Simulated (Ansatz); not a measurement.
# CuH: the cost of one run

Computed with Ansatz 0.2.0, driven from Python. The levels of theory stand in the script.

## (1) Starting point

Bond lengths: Cu1–H2 1.555 Å.

The script holds or builds the structure itself.

## (2) The code

Input file x2c_cuh.py:

```python
import ansatz as az
import numpy as np

FUNCTIONAL = 'pbe'
NET_CHARGE = 1

mol = (
    az.Crystal.molecule()
    .atom('Cu', [0.0, 0.0, 0.0])
    .atom('H', [0.0, 0.0, 1.555])
)

base = (
    mol.calculation()
    .functional(FUNCTIONAL)
    .charge(NET_CHARGE)
    .spin('collinear', total=1)
    .forces()
)
sets = {'none': 'cc-pVTZ', 'scalar': 'cc-pVTZ-DK'}
found = {kind: base.basis(gaussian=basis).pseudopotentials(relativity=kind).run(threads=1).report for kind, basis in sets.items()}
for kind, each in found.items():
    dipole = 4.803205 * np.linalg.norm(each['charge_distribution']['dipole_moment_e_ang'])
    print(f'{kind:7s} E = {each["free_energy_ev"]:.4f} eV  dipole {dipole:.3f} D  largest force component {np.abs(each["forces_ev_ang"]).max():.4f} eV/A')
print(f'relativity lowers the total energy by {found["none"]["free_energy_ev"] - found["scalar"]["free_energy_ev"]:.3f} eV')
```

## (3) Running it

Run with:

```sh
$ python x2c_cuh.py
```

**Question.** How long does this script take on 1 thread of Arm Neoverse V1, shared host, and how much memory does it need?

About 15 s, with a peak of 0.22 GiB.
